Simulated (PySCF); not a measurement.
# C5H7BrSi: the cost of one run

Programs: PySCF 2.14.0, with density-fitted response routines of our own. Each step states its level of theory. These are calculated values for one molecule in the gas phase, unless marked as measured. Atoms count from 0, in the outputs and in this text.

## (1) The molecule as given

14 atoms, charge 0, multiplicity 1; geometry from: GFN2-xTB.

Bonds of the start (Å): Br0–Si1 2.24, Si1–C2 1.83, C2–C3 1.21, C3–C4 1.42, C4–C5 1.51, C5–C6 1.49, C6–C4 1.51, Si1–H7 1.46, Si1–H8 1.46, C4–H9 1.08, C5–H10 1.08, C5–H11 1.08, C6–H12 1.08, C6–H13 1.08.

## (2) Ultraviolet spectrum: B3LYP/def2-SVPD

Job settings and geometry (Å):

```
{"job": {"kind": "uv", "xc": "B3LYP", "basis": "def2-SVPD", "nstates": 8, "ntriplets": 3}, "charge": 0, "multiplicity": 1}
Br     3.351799     0.559203     2.036155
Si     3.198844     0.152839    -0.157783
C      1.406543     0.001058    -0.509067
C      0.214460    -0.086778    -0.683497
C     -1.190252    -0.192562    -0.885210
C     -2.041706    -0.794562     0.205754
C     -2.113319     0.671638    -0.061546
H      3.795467     1.309916    -0.808914
H      3.914584    -1.096556    -0.371260
H     -1.471008    -0.393192    -1.913501
H     -1.543182    -1.122559     1.105466
H     -2.868703    -1.421115    -0.092726
H     -1.663741     1.340759     0.656641
H     -2.990462     1.071439    -0.547655
```

With the program's defaults for keys left out, this is: TDDFT B3LYP/def2-SVPD, vertical, gas phase, core orbitals frozen in the response.

Launch:

```console
OMP_NUM_THREADS=1 python probes_run.py task.json out
```

The driver reads the jobs from task.json and runs them one after another.

Q: Estimate the wall time and peak memory of this job on 1 thread of Arm Neoverse N1, shared host.

About 81 s, with a peak of 1 GiB.
